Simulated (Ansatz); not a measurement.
**C2H2Te: up Jacob's ladder to CCSD(T)**

Aim: compute C2H2Te with functionals from several rungs and with coupled cluster. The yardstick is the atomisation energy at the CCSD(T) limit.

Program: Ansatz 0.2.0, Gaussian basis. Level of theory: functionals in def2-TZVPP, the program's frozen cores in correlated methods. These are calculated values, not measurements.

The runs, in order: LDA (SPW92), PBE-D4, revPBE-D4, BLYP-D4, r2SCAN-D4, B97M-V, PBE0-D4, B3LYP-D4, r2SCANh-D4, r2SCAN0-D4, HSE06-D4, BHLYP-D4, CAM-B3LYP-D4, LC-ωPBE, ωB97X-V, ωB97M-V, B2PLYP, PBE-QIDH; CCSD(T)/def2-SVP; CCSD(T)/def2-TZVPP; MP2/def2-QZVPP; extrapolation to the limit; RPA on PBE.

1 further run of the same task is left out (for a known fault of the program).

## 1. Structure used throughout

The geometry comes from an earlier relaxation with PBE0-D4 in a triple-zeta def2 set; it is a stationary point. Te takes the def2 core potential; no spin-orbit term is included.

SMILES `C#C[TeH]`, 5 atoms, charge 0, spin multiplicity 1.

Atoms are counted from 1 here; the program's logs count them from 0.

Bond lengths: C1–C2 1.205 Å, C1–H4 1.065 Å, C2–Te3 2.019 Å, Te3–H5 1.660 Å. Angles: C2–C1–H4 179.3°, C1–C2–Te3 175.6°, C2–Te3–H5 93.4°.

Geometry (Å):

```
C    -0.73569   -1.11261    0.39248
C     0.09728   -0.29847    0.08447
Te    1.60059    0.95891   -0.39965
H    -1.48167   -1.82355    0.66220
H     0.56930    2.20202   -0.78079
```

## 2. LDA

This LDA is Slater exchange with PW92 correlation.

Contents of in.yaml:

```yaml
crystal:
  periodic: [false, false, false]
  atoms:
    - {symbol: C, position_ang: [-0.735693, -1.112608, 0.392483]}
    - {symbol: C, position_ang: [0.097281, -0.298471, 0.084466]}
    - {symbol: Te, position_ang: [1.600588, 0.958915, -0.399654]}
    - {symbol: H, position_ang: [-1.481674, -1.823554, 0.662196]}
    - {symbol: H, position_ang: [0.569299, 2.202019, -0.780791]}
basis:
  gaussian: {orbitals: def2-TZVPP}
hamiltonian: {xc: lda}
output: {orbitals: {seedname: orbitals}}
```

Command:

```sh
$ ansatz run in.yaml --threads 2 --pin off --events-out ev --progress --plain --max-ram 4352MiB
```

After this run come: PBE-D4 (GGA); revPBE-D4 (GGA); BLYP-D4 (GGA); r2SCAN-D4 (meta-GGA); B97M-V (meta-GGA); PBE0-D4 (hybrid); B3LYP-D4 (hybrid); r2SCANh-D4 (hybrid); r2SCAN0-D4 (hybrid); HSE06-D4 (hybrid); BHLYP-D4 (hybrid); CAM-B3LYP-D4 (range-separated); LC-ωPBE (range-separated); ωB97X-V (range-separated); ωB97M-V (range-separated); B2PLYP (double hybrid); PBE-QIDH (double hybrid); CCSD(T) in def2-SVP; CCSD(T) in def2-TZVPP; MP2 in def2-QZVPP; RPA on PBE orbitals.

Q: Predict the results of all the runs planned. Wanted: atomisation energy, CCSD(T)/CBS; farthest beyond LDA; mean size of error, GGA; mean size of error, meta-GGA; mean size of error, hybrid; mean size of error, range-separated; mean size of error, double hybrid; gap, smallest and largest; T1 diagnostic.

**Answer**, as computed:

| quantity | value |
| --- | --- |
| atomisation energy, CCSD(T)/CBS | 429.9 kcal/mol |
| functionals within 4.3 kcal/mol (1.0 %) | revPBE-D4, BLYP-D4, r2SCAN-D4, B97M-V, PBE0-D4, B3LYP-D4, HSE06-D4 |
| farthest beyond LDA | BHLYP-D4 (-23.0 kcal/mol) |
| mean size of error, GGA | 5.5 kcal/mol |
| mean size of error, meta-GGA | 2.8 kcal/mol |
| mean size of error, hybrid | 8.2 kcal/mol |
| mean size of error, range-separated | 5.7 kcal/mol |
| mean size of error, double hybrid | 5.8 kcal/mol |
| gap, smallest and largest | 3.49 eV (BLYP-D4), 10.12 eV (LC-ωPBE) |
| T1 diagnostic | 0.0124 |
| triples share of the correlation energy | 3.6 % |

In words: The LDA atomisation energy is off by 71.3 kcal/mol (17 %): it overbinds. PBE-D4 is off by +14.3 kcal/mol. Double hybrids carry the basis error of their MP2 part in triple zeta, and no dispersion term here, so their miss is partly the set-up's. By mean error the best rung here is meta-GGA (2.8 kcal/mol) and the worst beyond LDA is hybrid (8.2 kcal/mol). The mean of the hybrids holds BHLYP, with half exact exchange. Misses under about 4.3 kcal/mol are within the doubt on the reference itself, which lacks core-valence correlation, spin-orbit coupling and higher excitations, and its outer-core shells are covered unevenly. All levels share the lack of spin-orbit coupling, which lowers the free heavy atoms and so the true binding. Hartree-Fock recovers 67 % of the binding; the rest is correlation. CCSD(T) in def2-SVP is off by -31.1 kcal/mol, more than most functionals: a good method in a small basis is no reference. Orbital gaps span 3.5 to 10.1 eV; exact exchange widens them. Correlated methods include outer-core shells of Te, which these sets cover unevenly.
